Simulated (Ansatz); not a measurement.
**Alloy of GaN and AlN (12 of 32 Ga sites exchanged), 64 atoms**

Aim: relax the alloy cell and compare the gap by PBEsol and HSE06.

All numbers are computed with Ansatz 0.2.0 (PAW, plane waves).

### 1 The system as built

64 atoms (20 Ga, 12 Al, 32 N); a = 8.905 Å, b = 8.905 Å, c = 8.905 Å, α = 90.00°, β = 90.00°, γ = 90.00°. All atoms were shaken off their sites by about 0.02 Å along each axis.

The runs, in order: (2) PBEsol cell relaxation at the single k point (¼, ¼, ¼), on 1 × NVIDIA GB200 with 8 threads of Arm Neoverse-V2; (3) HSE06 single point at the Γ point alone, on 1 × NVIDIA GB200 with 8 threads of Arm Neoverse-V2.

### 2 Relaxing cell and atoms with PBEsol

The input, in.yaml:

```yaml
crystal:
  lattice:
    - [8.904739, 0.000000, 0.000000]
    - [0.000000, 8.904739, 0.000000]
    - [0.000000, 0.000000, 8.904739]
  atoms:
    - { symbol: Ga, position: [0.997519, 0.999933, 0.000031] }
    - { symbol: Ga, position: [0.003752, 0.998052, 0.501844] }
    - { symbol: Ga, position: [0.999007, 0.500715, 0.997763] }
    - { symbol: Ga, position: [0.501664, 0.998964, 0.996184] }
    - { symbol: Ga, position: [0.499012, 0.999641, 0.501837] }
    - { symbol: Ga, position: [0.500931, 0.501434, 0.001263] }
    - { symbol: Ga, position: [0.498755, 0.500616, 0.498940] }
    - { symbol: Ga, position: [0.248433, 0.251590, 0.000138] }
    - { symbol: Ga, position: [0.253092, 0.753410, 0.501973] }
    - { symbol: Ga, position: [0.749410, 0.247142, 0.003143] }
    - { symbol: Ga, position: [0.749732, 0.247574, 0.501932] }
    - { symbol: Ga, position: [0.753228, 0.747167, 0.001446] }
    - { symbol: Ga, position: [0.749266, 0.750420, 0.500186] }
    - { symbol: Ga, position: [0.749776, 0.995429, 0.251810] }
    - { symbol: Ga, position: [0.749895, 0.002272, 0.749600] }
    - { symbol: Ga, position: [0.753051, 0.497134, 0.748630] }
    - { symbol: Ga, position: [0.994567, 0.253158, 0.752090] }
    - { symbol: Ga, position: [0.000873, 0.749935, 0.248346] }
    - { symbol: Ga, position: [0.496796, 0.248196, 0.252120] }
    - { symbol: Ga, position: [0.498611, 0.749453, 0.254561] }
    - { symbol: Al, position: [0.998753, 0.502144, 0.502540] }
    - { symbol: Al, position: [0.251587, 0.248270, 0.502779] }
    - { symbol: Al, position: [0.250599, 0.749597, 0.000455] }
    - { symbol: Al, position: [0.250893, 0.998038, 0.251348] }
    - { symbol: Al, position: [0.253193, 0.003249, 0.753931] }
    - { symbol: Al, position: [0.249616, 0.497884, 0.248348] }
    - { symbol: Al, position: [0.252504, 0.499976, 0.751549] }
    - { symbol: Al, position: [0.748379, 0.499831, 0.248576] }
    - { symbol: Al, position: [0.000858, 0.250852, 0.248465] }
    - { symbol: Al, position: [0.995578, 0.750459, 0.751946] }
    - { symbol: Al, position: [0.498206, 0.249884, 0.752693] }
    - { symbol: Al, position: [0.499244, 0.750385, 0.750914] }
    - { symbol: N, position: [0.129066, 0.124606, 0.124429] }
    - { symbol: N, position: [0.123035, 0.128788, 0.625951] }
    - { symbol: N, position: [0.125763, 0.626827, 0.127065] }
    - { symbol: N, position: [0.123277, 0.624144, 0.627625] }
    - { symbol: N, position: [0.627194, 0.122733, 0.123497] }
    - { symbol: N, position: [0.624812, 0.126566, 0.629124] }
    - { symbol: N, position: [0.622647, 0.624640, 0.124672] }
    - { symbol: N, position: [0.625843, 0.627866, 0.621449] }
    - { symbol: N, position: [0.375201, 0.375643, 0.130514] }
    - { symbol: N, position: [0.381223, 0.375832, 0.623987] }
    - { symbol: N, position: [0.374668, 0.870307, 0.124017] }
    - { symbol: N, position: [0.376268, 0.877729, 0.623560] }
    - { symbol: N, position: [0.874871, 0.380389, 0.120558] }
    - { symbol: N, position: [0.877691, 0.375260, 0.623212] }
    - { symbol: N, position: [0.877614, 0.870392, 0.122464] }
    - { symbol: N, position: [0.875703, 0.874848, 0.623938] }
    - { symbol: N, position: [0.377750, 0.127168, 0.374878] }
    - { symbol: N, position: [0.377491, 0.118141, 0.871897] }
    - { symbol: N, position: [0.378573, 0.623947, 0.375786] }
    - { symbol: N, position: [0.375047, 0.624856, 0.877065] }
    - { symbol: N, position: [0.870499, 0.125766, 0.373592] }
    - { symbol: N, position: [0.870869, 0.125851, 0.870990] }
    - { symbol: N, position: [0.872843, 0.625854, 0.375845] }
    - { symbol: N, position: [0.874821, 0.624933, 0.874450] }
    - { symbol: N, position: [0.122957, 0.374368, 0.374638] }
    - { symbol: N, position: [0.125298, 0.375043, 0.876070] }
    - { symbol: N, position: [0.125756, 0.873635, 0.376313] }
    - { symbol: N, position: [0.126289, 0.874966, 0.874515] }
    - { symbol: N, position: [0.623008, 0.377244, 0.373809] }
    - { symbol: N, position: [0.628545, 0.376284, 0.873790] }
    - { symbol: N, position: [0.625987, 0.871227, 0.375522] }
    - { symbol: N, position: [0.627552, 0.870843, 0.875875] }
  symmetry: { detect: false }
kpoints:
  mp_grid: { grid: [1, 1, 1], shift: [0.25, 0.25, 0.25] }
hamiltonian:
  xc: pbesol
scf:
  occupations: { method: fermi_dirac, width: 0.01 }
relax:
  f_tol: 0.03
  max_steps: 80
  escape_saddle: false
  adjacent_minimum: "off"
  cell: { fix: [shape] }
output:
  forces: true
  eigenvalues: true
  populations: true
```

Command:

```console
$ ansatz run in.yaml --threads 8 --pin off --max-ram 118750MiB --runs-dir r --events-out ev --progress --plain --backend cuda --devices 0, --max-vram 170GiB
```

Further steps of the session: Single point with HSE06.

Before running it: what results should come out? Wanted: for each run, top filled to lowest empty.

The runs gave:

| level | time | k points | top filled to lowest empty (eV) |
| --- | --- | --- | --- |
| PBEsol, relaxation | 3.5 s (GPU) | (¼, ¼, ¼) | 3.63 |
| HSE06 | 9 s (GPU) | Γ | 3.85 |

| quantity | value |
| --- | --- |
| relaxation | 5 recorded steps, 1.47 eV gained |
| largest shift | 0.11 Å (N45) |
| relaxed cell | a = 8.905 Å, b = 8.905 Å, c = 8.905 Å, α = 90.00°, β = 90.00°, γ = 90.00° |
| mean bonds | Al–N 1.898, Ga–N 1.946 Å |

**Reading.** Relaxation gains 1.47 eV, with shifts up to 0.11 Å (N45), while the volume changes by +0.0 %. The mean lengths of the listed bonds run from Al–N 1.90 Å to Ga–N 1.95 Å. The relaxation ran on other k points, so part of any difference from the later rows can come from the mesh. With one k point the spacing samples only the states that fold onto it, so it can exceed the gap over the zone.
